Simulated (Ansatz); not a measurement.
# C5H10O3: the cost of one run

Program: Ansatz 0.2.0, Gaussian basis. Level of theory: one geometry, several basis sets. These are calculated values, not measurements.

Plan: PBE0-D4/def2-SVP; ωB97M-V/def2-SVP; PBE0-D4/def2-QZVPP; ωB97M-V/def2-QZVPP; the functionals' def2-TZVPP values are taken from earlier runs.

## (1) Structure used throughout

The geometry comes from an earlier relaxation with PBE0-D4 in a triple-zeta def2 set; it is a stationary point, not always the lowest conformer.

18 atoms, charge 0, spin multiplicity 1.

Atoms are counted from 1 here; the program's logs count them from 0.

Bond lengths: O1–C2 1.405 Å, O1–H9 0.964 Å, C2–C3 1.524 Å, C2–H10 1.092 Å, C2–H11 1.098 Å, C3–O4 1.396 Å, C3–O8 1.411 Å, C3–H12 1.092 Å, O4–C5 1.417 Å, C5–C6 1.515 Å, C5–H13 1.091 Å, C5–H14 1.099 Å, C6–C7 1.514 Å, C6–H15 1.093 Å, C6–H16 1.094 Å, C7–O8 1.419 Å, C7–H17 1.091 Å, C7–H18 1.099 Å. Angles: C2–O1–H9 106.5°, O1–C2–C3 110.2°, O1–C2–H10 108.1°, O1–C2–H11 111.1°, C3–C2–H10 108.5°, C3–C2–H11 111.3°, H10–C2–H11 107.5°, C2–C3–O4 113.1°, C2–C3–O8 110.6°, C2–C3–H12 108.7°, O4–C3–O8 113.2°, O4–C3–H12 106.0°, O8–C3–H12 104.6°, C3–O4–C5 114.7°, O4–C5–C6 110.4°, O4–C5–H13 105.7°, O4–C5–H14 110.8°, C6–C5–H13 111.8° and more.

Geometry (Å):

```mol
C5H10O3
  3D, bonds by distance, orders not assigned

 18 18  0  0  0  0  0  0  0  0999 V2000
   -0.3308   -0.4658    2.7646 O   0  0
   -0.6969   -0.8901    1.4759 C   0  0
   -0.9964    0.3136    0.5906 C   0  0
   -1.3987   -0.0400   -0.6988 O   0  0
   -0.3562   -0.5098   -1.5355 C   0  0
    0.7786    0.4925   -1.5781 C   0  0
    1.2005    0.8020   -0.1572 C   0  0
    0.0822    1.2232    0.6075 O   0  0
    0.2213    0.3160    2.6494 H   0  0
   -1.6047   -1.4907    1.5620 H   0  0
    0.0799   -1.5273    1.0331 H   0  0
   -1.8318    0.8675    1.0249 H   0  0
   -0.8078   -0.6531   -2.5180 H   0  0
    0.0099   -1.4869   -1.1921 H   0  0
    0.4384    1.4105   -2.0652 H   0  0
    1.6214    0.0929   -2.1490 H   0  0
    1.9165    1.6239   -0.1138 H   0  0
    1.6746   -0.0786    0.2996 H   0  0
  1  2  8  0
  2  3  8  0
  3  4  8  0
  4  5  8  0
  5  6  8  0
  6  7  8  0
  7  8  8  0
  1  9  8  0
  2 10  8  0
  2 11  8  0
  3 12  8  0
  5 13  8  0
  5 14  8  0
  6 15  8  0
  6 16  8  0
  7 17  8  0
  7 18  8  0
  3  8  8  0
M  END
```

## (2) PBE0-D4 in def2-SVP

File in.yaml:

```yaml
crystal:
  periodic: [false, false, false]
  atoms:
    - {symbol: O, position_ang: [-0.330752, -0.465755, 2.764557]}
    - {symbol: C, position_ang: [-0.696934, -0.890064, 1.475903]}
    - {symbol: C, position_ang: [-0.996396, 0.313590, 0.590576]}
    - {symbol: O, position_ang: [-1.398746, -0.039956, -0.698803]}
    - {symbol: C, position_ang: [-0.356214, -0.509787, -1.535488]}
    - {symbol: C, position_ang: [0.778592, 0.492550, -1.578123]}
    - {symbol: C, position_ang: [1.200548, 0.802048, -0.157213]}
    - {symbol: O, position_ang: [0.082221, 1.223183, 0.607547]}
    - {symbol: H, position_ang: [0.221263, 0.316046, 2.649428]}
    - {symbol: H, position_ang: [-1.604713, -1.490715, 1.562001]}
    - {symbol: H, position_ang: [0.079932, -1.527338, 1.033125]}
    - {symbol: H, position_ang: [-1.831829, 0.867549, 1.024921]}
    - {symbol: H, position_ang: [-0.807840, -0.653089, -2.517976]}
    - {symbol: H, position_ang: [0.009884, -1.486937, -1.192081]}
    - {symbol: H, position_ang: [0.438446, 1.410499, -2.065211]}
    - {symbol: H, position_ang: [1.621449, 0.092893, -2.148955]}
    - {symbol: H, position_ang: [1.916496, 1.623874, -0.113809]}
    - {symbol: H, position_ang: [1.674582, -0.078570, 0.299582]}
basis:
  gaussian: {orbitals: def2-SVP}
hamiltonian: {xc: pbe0, dispersion: d4}
output: {orbitals: {seedname: orbitals}}
```

Started as:

```console
> ansatz run in.yaml --threads 2 --pin off --events-out ev --progress --plain --max-ram 22528MiB --backend cpu
```

**Question.** How long does this run take on 2 threads of AMD EPYC 7R13, shared host, and how much memory does it need?

About 7 s, with a peak of 0.54 GiB.
